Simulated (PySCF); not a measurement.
# C7H13BGaN: the cost of one run

Programs: PySCF 2.14.0, with density-fitted response routines of our own. Each step states its level of theory. These are calculated values for one molecule, in the gas phase or a continuum, unless marked as measured. Atoms count from 0, in the outputs and in this text.

## (1) Starting geometry

23 atoms, charge 0, multiplicity 1; geometry from: UFF. The atoms were then displaced at random by about 0.03 Å, so the start is not that level's minimum.

Bonds of the start (Å): C0–B1 1.50, B1–C2 1.61, B1–C3 1.71, C3–C4 1.34, C4–C5 1.40, C5–N6 1.40, N6–Ga7 1.94, N6–C8 1.36, C8–C9 1.40, C9–C3 1.35, C0–H10 1.18, C0–H11 1.16, C0–H12 1.19, C2–H13 1.07, C2–H14 1.06, C2–H15 1.15, C4–H16 1.12, C5–H17 1.08, Ga7–H18 1.57, Ga7–H19 1.60, Ga7–H20 1.57, C8–H21 1.16, C9–H22 1.03.

## (2) Geometry optimisation at PBE0-D3(BJ)/def2-SVP

The job: settings as JSON, then the geometry in Å.

```
{"job": {"xc": "PBE0", "basis": "def2-SVP", "d3": "d3bj", "grid": 1, "shake": 0.03, "kind": "geom"}, "charge": 0, "multiplicity": 1}
C     -3.038430     0.919780     0.062800
B     -2.138050    -0.279680     0.075520
C     -2.815410    -1.738050     0.125810
C     -0.446470    -0.061560     0.035420
C      0.005100     1.197970    -0.048020
C      1.389930     1.384980    -0.054230
N      2.243470     0.272710    -0.007490
Ga     4.165280     0.532830    -0.103190
C      1.693440    -0.964540     0.098490
C      0.308150    -1.183520     0.102810
H     -4.187400     0.665880     0.109470
H     -2.879910     1.647550     0.947770
H     -3.016240     1.603530    -0.911560
H     -2.489990    -2.306010    -0.717080
H     -3.876250    -1.713900     0.171470
H     -2.407390    -2.200660     1.094770
H     -0.602200     2.136840    -0.049800
H      1.795370     2.384510    -0.082480
H      4.584590     0.495390    -1.620260
H      4.440300     1.938610     0.613950
H      4.795460    -0.686480     0.667320
H      2.378040    -1.903330     0.029260
H     -0.044160    -2.153230     0.051340
```

Started as:

```
OMP_NUM_THREADS=1 python probes_run.py task.json out
```

This one command runs all jobs of the session in turn.

Q: Estimate the wall time and peak memory of this first job on 1 thread of Arm Neoverse V2, shared host.

About 5.2 min, with a peak of 1.2 GiB.
